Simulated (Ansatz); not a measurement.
**BiTe under changes of volume**

One of the cells (33.855 Å³/atom); the others are scaled copies at fixed shape and fractional positions:

```
Bi Te
1.0
     0.00000    3.23500    3.23500
     3.23500    0.00000    3.23500
     3.23500    3.23500    0.00000
Bi Te
1 1
Direct
  0.00000 0.00000 0.00000
  0.50000 0.50000 0.50000
```

| Property | Result |
| --- | --- |
| Program | Ansatz 0.2.0 |
| Functional | PBEsol |
| Potentials or basis | all-electron LAPW, relativistic spinors |
| Cutoff | 177 eV (chosen from the basis error) |
| Basis error allowed | 0.001 eV/atom |
| k mesh | 5 × 5 × 5 |
| Occupations | gaussian, width 0.01 eV |
| Spin | spin-orbit coupling, no magnetisation |

| volume (Å³/atom) | energy over the lowest point (meV/atom) | pressure (GPa) |
| --- | --- | --- |
| 31.824 | 24.19 | 3.4 |
| 32.501 | 11.94 | 2.4 |
| 33.178 | 3.89 | 1.4 |
| 33.855 | 0.00 | 0.4 |
| 34.532 | ? | ? |
| 35.209 | 4.04 | -1.3 |
| 35.886 | 11.12 | -2.0 |

Task: What does the run at 34.532 Å³/atom give?

Result: Energy over the lowest point 0.19 meV/atom; pressure -0.5 GPa.

Worked out: A Birch-Murnaghan fit of order 3 (a polynomial in V^(-2/3)) to the other rows has its minimum at 34.17 Å³/atom with B0 = V·E''(V) = 45 GPa (rough, since the energies scatter). It gives 0.18 meV/atom at 34.532 Å³/atom, against the run's 0.19, and -dE/dV = -0.5 GPa, against -0.5.

Energies are extrapolated to zero smearing.

Caveats: the k mesh is thin for a metal, which can move the energy by tens of meV per atom.
